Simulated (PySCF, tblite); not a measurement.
**C4H9FNSi radical: geometry, infrared bands and EPR parameters**

Aim: predict the infrared bands and EPR parameters of C4H9FNSi radical (`[H]/N=[C]/CC[Si@@H](C)F`).

The runs use tblite 0.8.0 and PySCF 2.14.0, with density-fitted response routines of our own; the level of theory stands in each step. All values are computed, except where a source is named. Atoms are numbered from 0 throughout.

### 1 The starting structure

16 atoms, charge 0, multiplicity 2; geometry from: force field or distance geometry start.

Bonds of the start (Å): C0–Si1 1.87, Si1–F2 1.66, Si1–C3 1.87, C3–C4 1.52, C4–C5 1.49, C5–N6 1.30, C0–H7 1.12, C0–H8 1.10, C0–H9 1.12, Si1–H10 1.48, C3–H11 1.11, C3–H12 1.11, C4–H13 1.10, C4–H14 1.10, N6–H15 1.05.

### 2 Relaxing the molecule with GFN2-xTB

The job: settings as JSON, then the geometry in Å.

```
{"job": {"kind": "relax", "xc": "GFN2-xTB", "basis": "xTB"}, "charge": 0, "multiplicity": 2}
C     -2.467700     1.104100     0.216900
Si    -1.413900    -0.431200     0.038400
F     -1.360800    -0.949700    -1.538800
C      0.276500     0.061800     0.671600
C      1.336800    -0.953900     0.278000
C      2.644000    -0.486200     0.811800
N      3.391600     0.196600     0.003500
H     -2.367500     1.470600     1.273400
H     -2.133300     1.866800    -0.503900
H     -3.535900     0.798400     0.071900
H     -2.017600    -1.508100     0.862200
H      0.517700     1.044700     0.206200
H      0.247600     0.199600     1.774900
H      1.104400    -1.905800     0.771400
H      1.467400    -1.018300    -0.815000
H      4.303200     0.519600     0.401000
```

Run with:

```console
> OMP_NUM_THREADS=1 python probes_run.py task.json out
```

The driver reads the jobs from task.json and runs them one after another.

What it wrote:

```text
step      E/eV     max force
  0    -611.33897    4.133
  1    -611.52519    4.490
  2    -611.64884    1.065
  3    -611.68497    0.535
  4    -611.73306    0.598
  5    -611.74927    0.491
  6    -611.77241    0.393
  7    -611.78775    0.303
  8    -611.79914    0.218
  9    -611.80606    0.183
 10    -611.81213    0.178
 11    -611.81806    0.169
 12    -611.82266    0.175
 13    -611.82532    0.129
 14    -611.82696    0.088
 15    -611.82846    0.088
 16    -611.82987    0.090
 17    -611.83092    0.085
 18    -611.83175    0.069
 19    -611.83267    0.079
 20    -611.83380    0.098
 21    -611.83492    0.112
 22    -611.83574    0.074
 23    -611.83628    0.064
 24    -611.83676    0.066
 25    -611.83728    0.064
 26    -611.83781    0.061
 27    -611.83830    0.054
 28    -611.83878    0.068
 29    -611.83930    0.067
 30    -611.83987    0.060
 31    -611.84040    0.063
 32    -611.84087    0.065
 33    -611.84135    0.058
 34    -611.84193    0.062
 35    -611.84260    0.056
 36    -611.84318    0.055
 37    -611.84363    0.051
 38    -611.84403    0.075
 39    -611.84450    0.089
 40    -611.84508    0.096
 41    -611.84574    0.093
 42    -611.84655    0.127
 43    -611.84783    0.118
 44    -611.84278    0.955
 45    -611.85021    0.116
 46    -611.85195    0.101
 47    -611.68776    3.850
 48    -611.85396    0.109
 49    -611.85517    0.108
 50    -611.85765    0.609
 51    -611.85936    0.233
 52    -611.86016    0.285
 53    -611.86232    0.631
 54    -611.86409    0.469
 55    -611.86841    0.252
 56    -611.87350    0.199
 57    -611.87994    0.719
 58    -611.88541    0.181
 59    -611.88967    0.255
 60    -611.89542    0.539
 61    -611.90027    0.221
 62    -611.90495    0.194
 63    -611.90856    0.285
 64    -611.91027    0.153
 65    -611.91227    0.113
 66    -611.91525    0.196
 67    -611.91587    0.129
 68    -611.91669    0.067
 69    -611.91732    0.057
 70    -611.91808    0.051
 71    -611.91860    0.058
 72    -611.91894    0.056
 73    -611.91949    0.049
 74    -611.92024    0.056
 75    -611.92109    0.070
 76    -611.92183    0.082
 77    -611.92244    0.076
 78    -611.92296    0.044
 79    -611.92333    0.036
 80    -611.92357    0.055
 81    -611.92376    0.043
 82    -611.92397    0.043
 83    -611.92423    0.039
 84    -611.92442    0.045
 85    -611.92463    0.057
 86    -611.92495    0.074
 87    -611.92551    0.087
 88    -611.92630    0.081
 89    -611.92706    0.052
 90    -611.92753    0.039
 91    -611.92778    0.037
 92    -611.92799    0.032
 93    -611.92820    0.025
 94    -611.92835    0.021
 95    -611.92843    0.019
 96    -611.92850    0.034
 97    -611.92859    0.050
 98    -611.92871    0.056
 99    -611.92881    0.046
100    -611.92889    0.035
101    -611.92895    0.019
102    -611.92901    0.017
103    -611.92906    0.018
104    -611.92911    0.021
105    -611.92916    0.017
106    -611.92921    0.016
107    -611.92929    0.028
108    -611.92939    0.030
109    -611.92948    0.023
110    -611.92953    0.016
111    -611.92957    0.015
112    -611.92962    0.026
113    -611.92971    0.034
114    -611.92984    0.037
115    -611.92999    0.027
116    -611.93010    0.028
117    -611.93021    0.038
118    -611.93034    0.024
119    -611.93050    0.062
120    -611.93068    0.024
121    -611.93084    0.022
122    -611.93093    0.029
123    -611.93102    0.032
124    -611.93112    0.038
125    -611.93121    0.018
126    -611.93127    0.018
127    -611.93131    0.016
128    -611.93132    0.009
```

It took 0.65 s on 1 thread of Arm Neoverse V2, shared host.

Relaxation path: (not every step is listed)

| step | energy from step 0 (eV) | largest force (eV/Å) |
| --- | --- | --- |
| 0 | 0.0000 | 4.1329 |
| 1 | -0.1862 | 4.4900 |
| 2 | -0.3099 | 1.0654 |
| 3 | -0.3460 | 0.5350 |
| 4 | -0.3941 | 0.5980 |
| 5 | -0.4103 | 0.4913 |
| 6 | -0.4334 | 0.3929 |
| 7 | -0.4488 | 0.3031 |
| 8 | -0.4602 | 0.2183 |
| 19 | -0.4937 | 0.0788 |
| 30 | -0.5009 | 0.0600 |
| 41 | -0.5068 | 0.0928 |
| 52 | -0.5212 | 0.2854 |
| 63 | -0.5696 | 0.2854 |
| 74 | -0.5813 | 0.0562 |
| 85 | -0.5857 | 0.0571 |
| 96 | -0.5895 | 0.0339 |
| 107 | -0.5903 | 0.0278 |
| 118 | -0.5914 | 0.0235 |
| 123 | -0.5920 | 0.0315 |
| 124 | -0.5921 | 0.0385 |
| 125 | -0.5922 | 0.0185 |
| 126 | -0.5923 | 0.0184 |
| 127 | -0.5923 | 0.0159 |
| 128 | -0.5924 | 0.0095 |

Distances of close pairs at the start and the end, largest changes first:

| bond | before (Å) | after (Å) | change (Å) |
| --- | --- | --- | --- |
| C5–N6 | 1.296 | 1.238 | -0.058 |
| Si1–F2 | 1.661 | 1.623 | -0.038 |
| C0–H7 | 1.123 | 1.085 | -0.038 |
| C0–H9 | 1.121 | 1.086 | -0.035 |
| N6–H15 | 1.046 | 1.013 | -0.033 |
| Si1–C3 | 1.871 | 1.897 | +0.026 |
| Si1–H10 | 1.484 | 1.460 | -0.024 |
| C4–C5 | 1.487 | 1.464 | -0.023 |

The next job starts from the end point, and lists it.

### 3 Harmonic vibrations with GFN2-xTB

The job: settings as JSON, then the geometry in Å.

```
{"job": {"kind": "ir", "xc": "GFN2-xTB", "basis": "xTB"}, "charge": 0, "multiplicity": 2}
C     -2.592811     1.113899     0.267989
Si    -1.409036    -0.358032     0.169015
F     -1.478905    -0.930740    -1.348097
C      0.400850     0.123327     0.469476
C      1.375825    -1.030432     0.164266
C      2.789653    -0.685382     0.327378
N      3.310788     0.392218     0.643317
H     -2.688896     1.481603     1.284318
H     -2.253834     1.940126    -0.351099
H     -3.583936     0.832426    -0.074767
H     -1.835464    -1.501478     0.970146
H      0.680093     0.973321    -0.156261
H      0.556944     0.441099     1.500549
H      1.163466    -1.885017     0.812410
H      1.239321    -1.371772    -0.865507
H      4.318343     0.473778     0.710424
```

What it wrote:

```text
mode    cm-1     km/mol
  1      39.2      1.73
  2      53.3      0.66
  3      90.8      0.66
  4      94.7      0.42
  5     163.6      1.62
  6     176.3      3.09
  7     186.8      8.10
  8     241.1     27.06
  9     272.1      3.89
 10     508.1     21.01
 11     626.0     94.91
 12     633.7     70.68
 13     642.2     79.98
 14     711.3     33.77
 15     731.4     57.49
 16     775.7     13.09
 17     799.2    107.97
 18     834.5    145.79
 19     855.9    275.01
 20     900.2     70.51
 21     958.8     36.83
 22    1006.2     37.98
 23    1102.5      4.67
 24    1126.3     38.44
 25    1224.7     22.55
 26    1241.1      0.84
 27    1307.9     10.06
 28    1377.3     16.17
 29    1432.3     11.79
 30    1471.6      3.09
 31    1478.7      1.38
 32    1483.2      0.47
 33    1870.7    200.23
 34    2283.2    283.76
 35    2948.0     13.85
 36    2967.2     17.10
 37    2977.0     38.48
 38    3000.1     22.72
 39    3035.5     24.10
 40    3046.1     21.86
 41    3055.0     18.97
 42    3337.9      9.33
```

Run time: 0.41 s. Hardware: 1 thread of Arm Neoverse V2, shared host.

The strongest bands and the atoms that carry them (share of the mass-weighted mode):

| cm⁻¹ | km/mol | atoms |
| --- | --- | --- |
| 626 | 94.9 | H10 55 %, H15 10 % |
| 634 | 70.7 | H15 39 %, H10 27 % |
| 642 | 80.0 | H10 68 %, H15 11 % |
| 799 | 108.0 | Si1 34 %, C0 26 %, H8 16 %, F2 15 % |
| 834 | 145.8 | H8 27 %, H7 21 %, C0 14 %, Si1 13 % |
| 856 | 275.0 | H9 26 %, Si1 23 %, H7 10 %, C0 10 % |
| 1871 | 200.2 | C5 60 %, N6 38 % |
| 2283 | 283.8 | H10 97 % |

### 4 EPR parameters: B3LYP/pcH-1

Same as in step 3 but for these lines:

```diff
@@ -1,2 +1,2 @@
-{"job": {"kind": "ir", "xc": "GFN2-xTB", "basis": "xTB"}, "charge": 0, "multiplicity": 2}
+{"job": {"kind": "epr", "basis": "pcH-1"}, "charge": 0, "multiplicity": 2}
 C     -2.592811     1.113899     0.267989
```

With the program's defaults for keys left out, this is: UKS B3LYP, pcH-1 on C F H N Si, non-relativistic, mean-field spin-orbit, GIAO.

What it wrote:

```text
UKS, coarse grid
  cycle   1  E = -601.86323859  |g| = 5.43e-01
  cycle   2  E = -601.73783398  |g| = 8.26e-01
  cycle   3  E = -601.96743425  |g| = 1.30e-01
  cycle   4  E = -601.97365793  |g| = 5.70e-02
  cycle   5  E = -601.97493559  |g| = 2.29e-02
  cycle   6  E = -601.97512519  |g| = 3.61e-03
  cycle   7  E = -601.97513478  |g| = 1.59e-03
  cycle   8  E = -601.97513685  |g| = 7.44e-04
UKS, final grid
  cycle   1  E = -601.97513347  |g| = 8.04e-04
  cycle   2  E = -601.97513333  |g| = 1.18e-03
  cycle   3  E = -601.97513395  |g| = 2.69e-04
  cycle   4  E = -601.97513400  |g| = 1.55e-04
  cycle   5  E = -601.97513404  |g| = 8.33e-05
  cycle   6  E = -601.97513405  |g| = 1.22e-05
E = -601.97513405 Eh   <S^2> = 0.7529 (exact 0.7500)
g shifts (ppm)      1          2          3
  rmc          -179       -179       -179
  gc             34         15       -103
  oz_so       -3242        -99       1117
  total       -3388       -264        835
hyperfine (MHz)  atom isotope    a_iso     a_fc   dipolar eigenvalues
    0   13C       4.05       4.05     -0.46     -0.43      0.89
    1  29Si      -5.18      -5.19     -2.33      1.02      1.31
    2   19F      -0.28      -0.28     -0.62      0.05      0.57
    3   13C      23.21      23.22     -5.49     -5.04     10.53
    4   13C      90.08      90.09     -8.05     -7.60     15.65
    5   13C     235.04     235.29    -62.21    -55.90    118.11
    6   14N       6.59       6.65    -16.05    -12.17     28.23
    7    1H      -0.24      -0.24     -0.59     -0.33      0.92
    8    1H      -0.15      -0.15     -0.65     -0.30      0.94
    9    1H       2.25       2.25     -0.47     -0.24      0.71
   10    1H      -0.70      -0.70     -0.85     -0.57      1.42
   11    1H      -3.63      -3.63     -4.23     -0.67      4.91
   12    1H      -3.52      -3.52     -4.06     -0.88      4.94
   13    1H       5.13       5.14     -7.57     -5.18     12.75
   14    1H       2.74       2.74     -7.53     -5.12     12.65
   15    1H     137.93     137.95    -16.14     -9.10     25.25
```

It took 69 s on 1 thread of Arm Neoverse V2, shared host; peak memory 1 GiB.

Principal g values 1.99893, 2.00206, 2.00315; g(iso) = 2.00138, against 2.00232 for a free electron.

Hyperfine couplings; where a row names several nuclei, a(iso) is their mean (it holds for fast rotation or exchange) and the dipolar term the largest among them:

| nuclei | isotope | a(iso) (MHz) | a(iso) (G, at g = 2.0023) | largest dipolar term (MHz) |
| --- | --- | --- | --- | --- |
| C5 | 13C | 235.0 | 83.9 | 118.1 |
| H15 | 1H | 137.9 | 49.2 | 25.2 |
| C4 | 13C | 90.1 | 32.1 | 15.7 |
| C3 | 13C | 23.2 | 8.3 | 10.5 |
| N6 | 14N | 6.6 | 2.3 | 28.2 |
| Si1 | 29Si | -5.2 | -1.8 | -2.3 |
| H13 | 1H | 5.1 | 1.8 | 12.8 |
| C0 | 13C | 4.1 | 1.4 | 0.9 |
| H11 | 1H | -3.6 | -1.3 | 4.9 |
| H12 | 1H | -3.5 | -1.3 | 4.9 |
| H14 | 1H | 2.7 | 1.0 | 12.7 |
| H10 | 1H | -0.7 | -0.2 | 1.4 |
| H7, H8, H9 | 1H | 0.6 | 0.2 | 0.9 |
| F2 | 19F | -0.3 | -0.1 | -0.6 |

Mulliken spin populations:

C0 0.00; Si1 0.01; F2 0.00; C3 0.06; C4 0.00; C5 0.74; N6 0.16; H7 0.00; H8 0.00; H9 0.00; H10 0.00; H11 0.00; H12 0.00; H13 0.00; H14 0.00; H15 0.04

In first order the couplings over 0.8 MHz of 1H, 14N give 96 distinct lines over 59.3 G, if the averaged nuclei exchange fast; the same motion can average rows kept apart here too.

Orbitals, density, ELF and potential are computed afterwards from the orbital file.

ELF in a plane through or near 8 of the atoms.

Ten even steps from '0' (0.00) to '9' (0.98):
```
0000000000000000000000000000
0000000000000000000000000000
0000000000000000000000000000
0000000010000000000000000000
0000111364000000000000000000
0001774687100000001221000000
0005998898102210014663000000
0005998387015530036774100000
0001776573036553266367620000
0000015864253377399389970000
0000027618788393329789970000
0000269968338682635548950000
0000489965445140302102300000
0000278713885012443000000000
0000023102773002442000000000
0000000001331000110000000000
0000000000000000000000000000
0000000000000000000000000000
0000000000000000000000000000
0000000000000000000000000000
```
The map spans 13.5 Å across and 8.4 Å up, centred on the molecule. Atoms in the plane (x, y in Å): C0 (2.8, 0.6), Si1 (1.3, -0.6), C3 (-0.4, 0.2), C4 (-1.5, -0.8), C5 (-2.9, -0.2), N6 (-3.2, 1.0), H9 (3.7, 0.1), H15 (-4.2, 1.3).

log10 of the density (e/Å³) in the same plane.

Ten even steps from '0' (-4.0) to '9' (1.7):
```
0000000000000000000000000000
0000000000000000000000000000
0000001110000000001110000000
0000122322111110112222100000
0001234443322221233333210000
0012445554433332334544320000
0013566765444543345654321000
0013567876456654456765431000
0013457776556765567876432000
0012456776567976667776542000
0002346777677776766666532000
0001346677776667976555431000
0001345666776556865544320000
0000234455666445665432210000
0000123345555445554321000000
0000012234444334443311000000
0000000122333223332210000000
0000000011221112221100000000
0000000000000001110000000000
0000000000000000000000000000
```
The map spans 13.5 Å across and 8.4 Å up, centred on the molecule. Atoms in the plane (x, y in Å): C0 (2.8, 0.6), Si1 (1.3, -0.6), C3 (-0.4, 0.2), C4 (-1.5, -0.8), C5 (-2.9, -0.2), N6 (-3.2, 1.0), H9 (3.7, 0.1), H15 (-4.2, 1.3).

On the surface of density 0.002 e/bohr³ the electrostatic potential runs, from the 1st to the 99th percentile, from -1.18 V near N6 to 1.61 V near H15.

The spin density lies nearest to C5 60 %; N6 21 %.

### 5 Outcome

| quantity | value |
| --- | --- |
| strongest single infrared mode (GFN2-xTB) | 2283 cm⁻¹, 284 km/mol |
| zero-point energy (GFN2-xTB) | 75.9 kcal/mol |
| g(iso) (B3LYP) | 2.00138 |
| ⟨S²⟩ | 0.753 (exact 0.75) |
| largest a(iso) (averaged by class) | 13C on C5, 235.0 MHz |
| potential on the surface of density 0.002 e/bohr³, 1st and 99th percentile | -1.18 V and 1.61 V |

Relaxing lowered the energy by 0.592 eV in 128 steps; the close pair that moved most is C5–N6, from 1.296 to 1.238 Å. All 42 modes are real, so the xTB geometry is a minimum. The strongest single mode, at 2283 cm⁻¹, moves mainly H10. Unscaled tight-binding wavenumbers are off by several per cent, some by more. Its intensities can rank the bands wrongly. C5 carries the largest spin population, 0.74 e. The isotropic g lies 0.9 ppt below the free-electron value.
